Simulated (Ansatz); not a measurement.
# ClH6NOSi: the cost of one run

Computed with Ansatz 0.2.0, Gaussian basis. Level: PBE0-D4, def2-SVP first, then def2-TZVP.

152 further runs of the same task are left out: 152 set aside as unsound or not needed.

**1. The system as given**

The guess: 10 atoms, charge 0, spin multiplicity 1.

Atoms are counted from 1 here; the program's logs count them from 0.

Bond lengths: Si1–O2 2.000 Å, Si1–H3 1.452 Å, Si1–H4 1.479 Å, Si1–N5 1.715 Å, O2–H6 0.991 Å, O2–H8 0.962 Å, N5–H9 1.008 Å, N5–H10 1.006 Å. Angles: O2–Si1–H3 111.6°, O2–Si1–H4 86.0°, O2–Si1–N5 108.2°, H3–Si1–H4 104.3°, H3–Si1–N5 135.2°, H4–Si1–N5 98.0°, Si1–O2–H6 94.2°, Si1–O2–H8 109.9°, H6–O2–H8 109.1°, Si1–N5–H9 119.6°, Si1–N5–H10 118.4°, H9–N5–H10 111.1°.

Geometry (Å):

```csv
atom,x (Å),y (Å),z (Å)
Si1,-0.00900,-0.68280,-0.20190
O2,1.08890,0.07510,1.28750
H3,0.74730,-1.63890,-0.99090
H4,-0.66380,-1.50570,0.83830
N5,-1.30920,0.39260,-0.50970
H6,1.62620,0.65730,0.69220
Cl7,1.43930,0.94870,-1.25910
H8,0.53860,0.62620,1.85280
H9,-1.21170,1.10010,-1.22100
H10,-2.24670,0.02750,-0.48810
```

Distances that are to change: Si1–Cl7 2.42 Å, O2–H6 0.99 Å, Si1–O2 2.00 Å, H6–Cl7 1.98 Å.

**2. Constrained relaxation of the guess**

hold/in.yaml

```yaml
crystal:
  periodic: [false, false, false]
  atoms:
    - {symbol: Si, position_ang: [-0.009000, -0.682800, -0.201900]}
    - {symbol: O, position_ang: [1.088900, 0.075100, 1.287500]}
    - {symbol: H, position_ang: [0.747300, -1.638900, -0.990900]}
    - {symbol: H, position_ang: [-0.663800, -1.505700, 0.838300]}
    - {symbol: N, position_ang: [-1.309200, 0.392600, -0.509700]}
    - {symbol: H, position_ang: [1.626200, 0.657300, 0.692200]}
    - {symbol: Cl, position_ang: [1.439300, 0.948700, -1.259100]}
    - {symbol: H, position_ang: [0.538600, 0.626200, 1.852800]}
    - {symbol: H, position_ang: [-1.211700, 1.100100, -1.221000]}
    - {symbol: H, position_ang: [-2.246700, 0.027500, -0.488100]}
basis:
  gaussian: {orbitals: def2-SVP}
hamiltonian: {xc: pbe0, dispersion: d4}
relax: {f_tol: 0.04, max_steps: 150, escape_saddle: false, constraints: [{distance: [0, 6]}, {distance: [1, 5]}, {distance: [0, 1]}, {distance: [5, 6]}]}
```

On the command line:

```bash
ansatz run in.yaml --threads 4 --pin off --events-out ev --progress --plain --max-ram 9574MiB
```

**Question.** How long does this run take on 4 threads of Arm Neoverse V2, shared host?

About 13 s.
